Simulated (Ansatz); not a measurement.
# CaHI, space group P4/nmm: a comparison of functionals at one structure

Program: Ansatz 0.2.0, Python API.

Input file `POSCAR`:
```text
CaHI
1.0
   4.07100000    0.00000000    0.00000000
   0.00000000    4.07100000    0.00000000
   0.00000000    0.00000000    8.94100000
Ca H I
2 2 2
Direct
   0.00000000    0.50000000    0.16000000
   0.50000000    0.00000000    0.84000000
   0.00000000    0.00000000    0.00000000
   0.50000000    0.50000000    0.00000000
   0.00000000    0.50000000    0.67500000
   0.50000000    0.00000000    0.32500000
```

At the Python prompt:
```pycon
>>> from dataclasses import dataclass
>>> import ansatz as az
>>> from ase.io import read
>>> @dataclass
... class RunConfig:
...     cutoff_ev: int = 530
...     kmesh: tuple[int, ...] = (4, 4, 2)
...     occupations: str = "fixed"
...
>>> opts = RunConfig()
>>> atoms = read("POSCAR", format="vasp")
>>> crystal = az.Crystal.from_ase(atoms)
>>> [site.symbol for site in crystal.resolved().sites]
['Ca', 'Ca', 'H', 'H', 'I', 'I']
>>> calculation = crystal.calculation()
>>> calculation = calculation.pseudopotentials("paw")
>>> calculation = calculation.basis(opts.cutoff_ev)
>>> calculation = calculation.kpoints(mesh=opts.kmesh)
>>> calculation = calculation.occupations(opts.occupations)
>>> calculation = calculation.forces().stress()
>>> rows = []
>>> for value in ["r2scan", "blyp", "pbesol"]:
...     r = calculation.functional(value).run(threads=1, backend="cpu").report
...     rows.append((value, r["free_energy_ev"] / len(r["lattice"]["sites"]), r["n_iterations"], sum(r["stress_gpa"][i][i] for i in range(3)) / 3, max(abs(f) for row in r["forces_ev_ang"] for f in row), r["n_kpoints"]))
...
>>> print("  functional   F/atom (eV)    iterations       P (GPa)  max component (eV/A)      k-points")
  functional   F/atom (eV)    iterations       P (GPa)  max component (eV/A)      k-points
>>> for row in rows:
...     print(f"{str(row[0]):>12s}  {row[1]:12.5f}  {row[2]:12d}  {row[3]:12.3f}  {row[4]:20.4f}  {row[5]:12d}")
...
      r2scan   -3123.13199             6        -1.355                0.9170            12
        blyp   -3124.21150             6         0.563                0.9824            12
      pbesol   -3081.65710             7        -2.711                0.8481            12
```

From lowest to highest: PBEsol (-2.7 GPa), r2SCAN (-1.4 GPa) and BLYP (0.6 GPa). At a fixed cell a lower pressure usually means a smaller equilibrium volume, so PBEsol prefers the smallest cell and BLYP the largest. Gaps by band count in the reports: r2SCAN 3.81 eV, BLYP 3.39 eV and PBEsol 3.22 eV (Kohn-Sham values on this mesh, as a rule under measured gaps).

Reading the output:
- Pressure is positive in compression.
- The structure is a deposited one; some such entries were measured under pressure or heat, so a shift against it needn't be the functional's error alone.
- Total energies of different functionals can't be compared; pressures, moments and gaps at this one structure can.
- The whole script took 15 s on 1 thread of Intel(R) Xeon(R) Processor @ 2.30GHz, with other jobs on the host, peak memory 0.96 GiB.
